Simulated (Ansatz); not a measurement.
**Ge2+ (doublet): wave-function methods side by side, cc-pVDZ**

An exercise on one series of results from a longer session: the logs are not shown, and one member is left open.

Program: Ansatz 0.2.0, Gaussian basis. Level of theory: cc-pVDZ, core rule «outside noble gas», up to 28 orbitals frozen. These are calculated values, not measurements.

To be run: UHF; CCSD(T) on ROHF; CCSD(T) on UHF; BCCD(T) on ROHF; CISD; CCSDT(Q) on ROHF; CCSDT(Q) on UHF; CISDTQ; CASSCF and MRCISD+Q, 7 electrons in 8 orbitals; CASSCF and MRCISD+Q(relaxed), 7 electrons in 8 orbitals; CASSCF and NEVPT2, 7 electrons in 8 orbitals; Full CI.

6 further runs of the same task are left out: 3 that didn't finish, 3 set aside as unsound or not needed.

## What is computed

The geometry is a PBE0/def2-TZVP stationary point (not a proven minimum). No spin-orbit coupling is included. The filled d shell of Ge may be among the frozen orbitals whatever the setting's name suggests; the logs give the count.

2 atoms, charge 1, spin multiplicity 2.

Atoms are counted from 1 here; the program's logs count them from 0.

Bond lengths: Ge1–Ge2 2.491 Å.

Set-up of the first run:

The input, in.yaml:

```yaml
crystal:
  periodic: [false, false, false]
  atoms:
    - {symbol: Ge, position_ang: [0.000000, 0.000000, 0.000000]}
    - {symbol: Ge, position_ang: [0.000000, 0.000000, 2.490600]}
basis:
  gaussian: {orbitals: cc-pVDZ}
total_charge: 1
magnetization: {spin_polarized: true, initial_magnetization: 1}
hamiltonian: {xc: hf}
output: {orbitals: {seedname: orbitals}}
```

Command:

```sh
$ ansatz run in.yaml --threads 1 --pin off --events-out ev --progress --plain --max-ram 2393MiB
```

Among the steps run: UHF; CCSD(T) on ROHF; CCSD(T) on UHF; BCCD(T) on ROHF; CISD; CCSDT(Q) on ROHF; CCSDT(Q) on UHF; CISDTQ; CASSCF and MRCISD+Q, 7 electrons in 8 orbitals; CASSCF and MRCISD+Q(relaxed), 7 electrons in 8 orbitals; CASSCF and NEVPT2, 7 electrons in 8 orbitals; Full CI.

One table of the session follows, with a row left open; its other results are not shown here.

```
                   method  from FCI (kJ/mol)
                     ROHF             +373.1
                     RMP2             +103.6
                     CISD              +40.1
                    RCCSD              +17.7
                 RCCSD(T)               +5.4
                  BCCD(T)               +5.4
                   RCCSDT               +1.4
                   CISDTQ                  ?
                RCCSDT(Q)               +0.4
           CASSCF valence             +202.6
           NEVPT2 valence              +54.6
           MRCISD valence              +13.3
         MRCISD+Q valence               +2.3
MRCISD+Q(relaxed) valence               -2.0
                      FCI                  0
```

**Question.** Estimate the row for CISDTQ.

As computed: from FCI (kJ/mol): +1.8. In the column «from FCI (kJ/mol)» it lies between RCCSDT (+1.4) and MRCISD+Q valence (+2.3).

Left out of the table: UHF, UMP2, UCCSD, UCCSD(T), UCCSDT, UCCSDT(Q) (another determinant or state than the rows shown).

To keep in mind: MRCISD+Q(relaxed) valence falls below full CI: the +Q correction isn't variational, and the cores differ from full CI's.
